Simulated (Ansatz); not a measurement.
**CH5ClSSi: a ladder of functionals and wavefunction methods**

How much do the methods differ for CH5ClSSi? The plan is to run it at one geometry with functionals of several rungs and with coupled cluster. The yardstick is the atomisation energy at the CCSD(T) limit.

Method: functionals in def2-TZVPP, the program's frozen cores in correlated methods; program: Ansatz 0.2.0, Gaussian basis.

The runs, in order: LDA (SPW92), PBE-D4, revPBE-D4, BLYP-D4, r2SCAN-D4, B97M-V, PBE0-D4, B3LYP-D4, r2SCANh-D4, r2SCAN0-D4, HSE06-D4, BHLYP-D4, CAM-B3LYP-D4, LC-ωPBE, ωB97X-V, ωB97M-V, B2PLYP, PBE-QIDH; CCSD(T)/def2-SVP; CCSD(T)/def2-TZVPP; MP2/def2-QZVPP; extrapolation to the limit; RPA on PBE.

## 1. The geometry

An earlier PBE0-D4 in a triple-zeta def2 set relaxation fixed the geometry.

SMILES `S[SiH2]CCl`, 9 atoms, charge 0, spin multiplicity 1.

Atoms are counted from 1 here; the program's logs count them from 0.

Bond lengths: S1–Si2 2.139 Å, S1–H5 1.344 Å, Si2–C3 1.880 Å, Si2–H6 1.481 Å, Si2–H7 1.482 Å, C3–Cl4 1.787 Å, C3–H8 1.090 Å, C3–H9 1.090 Å. Angles: Si2–S1–H5 94.6°, S1–Si2–C3 111.2°, S1–Si2–H6 105.3°, S1–Si2–H7 111.1°, C3–Si2–H6 109.3°, C3–Si2–H7 108.6°, H6–Si2–H7 111.2°, Si2–C3–Cl4 108.0°, Si2–C3–H8 112.4°, Si2–C3–H9 111.9°, Cl4–C3–H8 107.8°, Cl4–C3–H9 108.0°, H8–C3–H9 108.6°.

## 2. LDA

This LDA is Slater exchange with PW92 correlation.

File in.yaml:

```yaml
crystal:
  periodic: [false, false, false]
  atoms:
    - {symbol: S, position_ang: [-0.949831, 2.082954, -0.367874]}
    - {symbol: Si, position_ang: [0.322389, 0.570304, 0.450396]}
    - {symbol: C, position_ang: [-0.214035, -1.143307, -0.107344]}
    - {symbol: Cl, position_ang: [0.887674, -2.336554, 0.638001]}
    - {symbol: H, position_ang: [-0.472059, 1.961422, -1.617972]}
    - {symbol: H, position_ang: [0.166338, 0.679474, 1.918816]}
    - {symbol: H, position_ang: [1.732410, 0.781053, 0.044494]}
    - {symbol: H, position_ang: [-0.154981, -1.266143, -1.189143]}
    - {symbol: H, position_ang: [-1.229506, -1.375403, 0.213528]}
basis:
  gaussian: {orbitals: def2-TZVPP}
hamiltonian: {xc: lda}
output: {orbitals: {seedname: orbitals}}
```

Command:

```bash
> ansatz run in.yaml --threads 2 --pin off --events-out ev --progress --plain --max-ram 4352MiB
```

After this run come: PBE-D4 (GGA); revPBE-D4 (GGA); BLYP-D4 (GGA); r2SCAN-D4 (meta-GGA); B97M-V (meta-GGA); PBE0-D4 (hybrid); B3LYP-D4 (hybrid); r2SCANh-D4 (hybrid); r2SCAN0-D4 (hybrid); HSE06-D4 (hybrid); BHLYP-D4 (hybrid); CAM-B3LYP-D4 (range-separated); LC-ωPBE (range-separated); ωB97X-V (range-separated); ωB97M-V (range-separated); B2PLYP (double hybrid); PBE-QIDH (double hybrid); CCSD(T) in def2-SVP; CCSD(T) in def2-TZVPP; MP2 in def2-QZVPP; RPA on PBE orbitals.

**Question.** What will the summary of the whole plan be? Wanted: atomisation energy, CCSD(T)/CBS; farthest beyond LDA; mean size of error, GGA; mean size of error, meta-GGA; mean size of error, hybrid; mean size of error, range-separated; mean size of error, double hybrid; gap, smallest and largest; T1 diagnostic.

As calculated:

| quantity | value |
| --- | --- |
| atomisation energy, CCSD(T)/CBS | 29.845 eV |
| functionals within 0.149 eV (0.5 %) | r2SCAN-D4, PBE0-D4, r2SCANh-D4, HSE06-D4, CAM-B3LYP-D4, ωB97M-V |
| farthest beyond LDA | BHLYP-D4 (-0.780 eV) |
| mean size of error, GGA | 0.334 eV |
| mean size of error, meta-GGA | 0.117 eV |
| mean size of error, hybrid | 0.240 eV |
| mean size of error, range-separated | 0.218 eV |
| mean size of error, double hybrid | 0.393 eV |
| gap, smallest and largest | 5.24 eV (LDA (SPW92)), 12.48 eV (LC-ωPBE) |
| T1 diagnostic | 0.0102 |
| triples share of the correlation energy | 4.1 % |

In words: The LDA atomisation energy is off by 3.915 eV (13 %): it overbinds. PBE-D4 is off by +0.230 eV. Double hybrids carry the basis error of their MP2 part in triple zeta, and no dispersion term here, so their miss is partly the set-up's. By mean error the best rung here is meta-GGA (0.117 eV) and the worst beyond LDA is double hybrid (0.393 eV). Misses under about 0.149 eV are within the doubt on the reference itself, which lacks core-valence correlation, relativity and higher excitations. Hartree-Fock recovers 73 % of the binding; the rest is correlation. CCSD(T) in def2-SVP is off by -2.202 eV, so the small basis spoils what the method gains. Orbital gaps span 5.2 to 12.5 eV; exact exchange widens them.
